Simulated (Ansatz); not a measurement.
# C₃H₆BCl₂N: how energies converge with the basis set

An exercise on one series of results from a longer session: the logs are not shown, and one member is left open.

Program: Ansatz 0.2.0, Gaussian basis. Level of theory: one geometry, several basis sets. These are calculated values, not measurements.

Plan: PBE0-D4/def2-SVP; ωB97M-V/def2-SVP; PBE0-D4/def2-QZVPP; ωB97M-V/def2-QZVPP; the functionals' def2-TZVPP values are taken from earlier runs.

**The geometry**

The geometry comes from an earlier relaxation with PBE0-D4 in a triple-zeta def2 set; it is a stationary point, not always the lowest conformer.

SMILES `CC#[N+][B-](C)(Cl)Cl`, 13 atoms, charge 0, spin multiplicity 1.

Atoms are counted from 1 here; the program's logs count them from 0.

Bond lengths: C1–C2 1.440 Å, C1–H8 1.091 Å, C1–H9 1.091 Å, C1–H10 1.091 Å, C2–N3 1.139 Å, N3–B4 1.585 Å, B4–C5 1.587 Å, B4–Cl6 1.848 Å, B4–Cl7 1.848 Å, C5–H11 1.094 Å, C5–H12 1.094 Å, C5–H13 1.092 Å. Angles: C2–C1–H8 109.4°, C2–C1–H9 109.4°, C2–C1–H10 109.8°, H8–C1–H9 109.4°, H8–C1–H10 109.4°, H9–C1–H10 109.4°, C1–C2–N3 179.2°, C2–N3–B4 178.8°, N3–B4–C5 108.7°, N3–B4–Cl6 103.5°, N3–B4–Cl7 103.5°, C5–B4–Cl6 113.8°, C5–B4–Cl7 113.8°, Cl6–B4–Cl7 112.4°, B4–C5–H11 112.0°, B4–C5–H12 112.0°, B4–C5–H13 108.7°, H11–C5–H12 108.8° and more.

Geometry (Å):

```mol
C3H6BCl2N
  3D, bonds by distance, orders not assigned

 13 12  0  0  0  0  0  0  0  0999 V2000
    0.1937    0.0649    2.7530 C   0  0
    0.2147    0.1692    1.3173 C   0  0
    0.2419    0.2636    0.1821 N   0  0
    0.3013    0.4193   -1.3943 B   0  0
   -0.6656   -0.6549   -2.0495 C   0  0
   -0.2273    2.1673   -1.6746 Cl  0  0
    2.0870    0.1522   -1.7863 Cl  0  0
   -0.1036    1.0236    3.1817 H   0  0
    1.1901   -0.1985    3.1121 H   0  0
   -0.5171   -0.7048    3.0574 H   0  0
   -0.3647   -1.6779   -1.8066 H   0  0
   -1.7051   -0.5109   -1.7418 H   0  0
   -0.6247   -0.5476   -3.1358 H   0  0
  1  2  8  0
  2  3  8  0
  3  4  8  0
  4  5  8  0
  4  6  8  0
  4  7  8  0
  1  8  8  0
  1  9  8  0
  1 10  8  0
  5 11  8  0
  5 12  8  0
  5 13  8  0
M  END
```

Set-up of the first run:

Contents of in.yaml:

```yaml
crystal:
  periodic: [false, false, false]
  atoms:
    - {symbol: C, position_ang: [0.193710, 0.064939, 2.753008]}
    - {symbol: C, position_ang: [0.214736, 0.169200, 1.317314]}
    - {symbol: N, position_ang: [0.241946, 0.263645, 0.182140]}
    - {symbol: B, position_ang: [0.301338, 0.419330, -1.394323]}
    - {symbol: C, position_ang: [-0.665619, -0.654927, -2.049547]}
    - {symbol: Cl, position_ang: [-0.227348, 2.167287, -1.674574]}
    - {symbol: Cl, position_ang: [2.086951, 0.152158, -1.786307]}
    - {symbol: H, position_ang: [-0.103601, 1.023620, 3.181687]}
    - {symbol: H, position_ang: [1.190126, -0.198527, 3.112117]}
    - {symbol: H, position_ang: [-0.517119, -0.704793, 3.057437]}
    - {symbol: H, position_ang: [-0.364688, -1.677901, -1.806575]}
    - {symbol: H, position_ang: [-1.705148, -0.510926, -1.741792]}
    - {symbol: H, position_ang: [-0.624685, -0.547605, -3.135787]}
basis:
  gaussian: {orbitals: def2-SVP}
hamiltonian: {xc: pbe0, dispersion: d4}
output: {orbitals: {seedname: orbitals}}
```

Run with:

```console
> ansatz run in.yaml --threads 8 --pin off --events-out ev --progress --plain --max-ram 20889MiB
```

Among the steps run: PBE0-D4 in def2-SVP; ωB97M-V in def2-SVP; PBE0-D4 in def2-QZVPP; ωB97M-V in def2-QZVPP.

One of the session's tables, all rows but one given; the rest of the session is left out.

| functional | basis | HOMO (eV) |
| --- | --- | --- |
| PBE0-D4 | def2-SVP | -7.21 |
| PBE0-D4 | def2-TZVPP | -7.50 |
| PBE0-D4 | def2-QZVPP | -7.55 |
| ωB97M-V | def2-SVP | -9.40 |
| ωB97M-V | def2-TZVPP | -9.74 |
| ωB97M-V | def2-QZVPP | ? |

Estimate the missing values for ωB97M-V, def2-QZVPP.

The run gave: HOMO (eV): -9.81. In the column «HOMO (eV)» it is the lowest.
